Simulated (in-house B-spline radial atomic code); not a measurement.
# Yb: excited configurations

Aim: the energies of several excited configurations of Yb above a reference configuration, each from its own self-consistent run.

Program: in-house B-spline radial atomic code version 1. Level of theory: Dirac-Hartree-Fock, average of configuration, Fermi nucleus, basis-set limit. These are calculated values, not measurements, unless marked.

## Step 1: The system

```
element       : ytterbium (Z = 70)
charge        : 0
electrons     : 70
configuration : [Xe] 4f14 6s2
Hamiltonian   : Dirac-Coulomb
nucleus       : Fermi, rms radius 5.311 fm
```

The outer shells:

[Xe] 4f14 6s2
```
[Xe] core
4f [↑↓][↑↓][↑↓][↑↓][↑↓][↑↓][↑↓]
6s [↑↓]
```

Settings of the run:

```ini
Z = 70
electrons = 70.0
configuration = [Xe] 4f14 6s2
hamiltonian = dirac
method = hf
spin_polarised = False
nucleus = fermi
rms_radius = 5.3108
mass_number = 174
atomic_mass = 173.938867545
speed_of_light = 137.035999084
```

From the earlier run of the reference: total energy -14067.627406 hartree. Levels, eight at most:

| orbital | occupation | energy (eV) | <r> (bohr) |
| --- | --- | --- | --- |
| 4d3/2 | 4 | -211.65 | 0.5557 |
| 4d5/2 | 6 | -201.97 | 0.5671 |
| 5s1/2 | 2 | -66.382 | 1.234 |
| 5p1/2 | 2 | -38.617 | 1.390 |
| 5p3/2 | 4 | -32.185 | 1.506 |
| 4f5/2 | 6 | -14.667 | 0.7437 |
| 4f7/2 | 8 | -13.067 | 0.7623 |
| 6s1/2 | 2 | -5.347 | 4.231 |

## Step 2: Configuration [Kr] 4d9 4f14 5s2 5p6 6s2 8g1

Settings of the run:

```ini
Z = 70
electrons = 70.0
configuration = [Kr] 4d9 4f14 5s2 5p6 6s2 8g1
hamiltonian = dirac
method = hf
spin_polarised = False
nucleus = fermi
rms_radius = 5.3108
mass_number = 174
atomic_mass = 173.938867545
speed_of_light = 137.035999084
```

## Step 3: [Xe] 4f14 6s1 8s1

The settings differ from step 2 so:

```diff
@@ -2,3 +2,3 @@
 electrons = 70.0
-configuration = [Kr] 4d9 4f14 5s2 5p6 6s2 8g1
+configuration = [Xe] 4f14 6s1 8s1
 hamiltonian = dirac
```

## Step 4: Configuration [Kr] 4d10 4f14 5s2 5p5 6s2 7s1

The settings differ from step 3 so:

```diff
@@ -2,3 +2,3 @@
 electrons = 70.0
-configuration = [Xe] 4f14 6s1 8s1
+configuration = [Kr] 4d10 4f14 5s2 5p5 6s2 7s1
 hamiltonian = dirac
```

## Step 5: Configuration [Kr] 4d10 4f14 5s2 5p5 6s2 6p1

The settings differ from step 4 so:

```diff
@@ -2,3 +2,3 @@
 electrons = 70.0
-configuration = [Kr] 4d10 4f14 5s2 5p5 6s2 7s1
+configuration = [Kr] 4d10 4f14 5s2 5p5 6s2 6p1
 hamiltonian = dirac
```

## Step 6: [Xe] 4f14 6s1 10f1

The settings differ from step 5 so:

```diff
@@ -2,3 +2,3 @@
 electrons = 70.0
-configuration = [Kr] 4d10 4f14 5s2 5p5 6s2 6p1
+configuration = [Xe] 4f14 6s1 10f1
 hamiltonian = dirac
```

## Step 7: Configuration [Xe] 4f13 6s2 9f1

The settings differ from step 6 so:

```diff
@@ -2,3 +2,3 @@
 electrons = 70.0
-configuration = [Xe] 4f14 6s1 10f1
+configuration = [Xe] 4f13 6s2 9f1
 hamiltonian = dirac
```

Q: How far above the reference does each configuration lie (order and size, in eV)?

The runs gave:

| net move | configuration | energy above the reference (eV) | with Breit, QED, recoil (eV) | largest <r> (bohr) |
| --- | --- | --- | --- | --- |
| 6s → 8s | [Xe] 4f14 6s1 8s1 | 4.119 | 4.112 | 20.0 |
| 4f → 9f | [Xe] 4f13 6s2 9f1 | 4.865 | 5.005 | 89.6 |
| 6s → 10f | [Xe] 4f14 6s1 10f1 | 4.981 | 4.974 | 115 |
| 5p → 6p | [Kr] 4d10 4f14 5s2 5p5 6s2 6p1 | 27.930 | 27.865 | 5.16 |
| 5p → 7s | [Kr] 4d10 4f14 5s2 5p5 6s2 7s1 | 29.797 | 29.733 | 9.99 |
| 4d → 8g | [Kr] 4d9 4f14 5s2 5p6 6s2 8g1 | 193.85 | 193.68 | 86.0 |

Quantum defects of the promoted electron, δ = n − ζ/√(−2ε) with ζ = 1 and ε its orbital energy in hartree:

| promotion | δ |
| --- | --- |
| 6s → 8s | 4.433 |
| 5p → 7s | 4.472 |

**Reading.** The lowest of them is 6s → 8s at 4.119 eV and the highest 4d → 8g at 193.85 eV. Koopmans' estimate of the ionisation threshold is 5.347 eV; 3 configurations exceed it by over 2 % and could autoionise. Two partly filled shells share a symmetry and can mix in the average, which may lower the energy, for: 6s → 8s; 4f → 9f; 5p → 6p. These are averages over configurations, without correlation, not spectroscopic levels.
